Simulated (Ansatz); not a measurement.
Crystal: Ta3AsAu2O13.

```
Ta As Au O
1.0
     6.43030   -1.94333   -0.00483
     6.43030    1.94333   -0.00483
    -2.54785    0.00000   10.68617
Ta As Au O
3 1 2 13
Direct
  0.42174 0.42174 0.35289
  0.60514 0.60514 0.67616
  0.33575 0.33575 0.98865
  0.62199 0.62199 0.00347
  0.71608 0.71608 0.34780
  0.30523 0.30523 0.63263
  0.69967 0.69967 0.15479
  0.56266 0.56266 0.34673
  0.27377 0.27377 0.44492
  0.32994 0.32994 0.81777
  0.48263 0.48263 0.55126
  0.75351 0.75351 0.62745
  0.36278 0.36278 0.18289
  0.87969 0.87969 0.36594
  0.57427 0.57427 0.83568
  0.11671 0.11671 0.67068
  0.49325 0.49325 0.03078
  0.16601 0.16601 0.98717
  0.79918 0.79918 0.98234
```

The cell was built by a generator and needn't be a form met in nature.

Base run:

- Program: Ansatz 0.2.0
- Functional: PBEsol
- Potentials or basis: Ansatz PAW
- Cutoff: 420 eV
- Density cutoff: 1680 eV
- k mesh: 7 × 7 × 3
- Occupations: fermi-dirac, width 0.05 eV
- Spin: no spin polarisation

Its results: band gap on the k mesh none (metal or under the smearing width); pressure -5.3 GPa; largest force 0.264 eV/Å.

Question: The run is repeated on the same cell with these changes: functional from PBEsol to PBE. What comes out?

Answer: Band gap on the k mesh none (metal or under the smearing width); pressure 0.0 GPa; largest force 0.012 eV/Å.

PBE binds less tightly than PBEsol, so the same cell stands under more pressure.

Caveats: the PAW data sets come from PBE, with cores solved anew for the run's functional, which leaves a small shift of forces and pressure (some runs).

Not every run made on this cell is shown here.
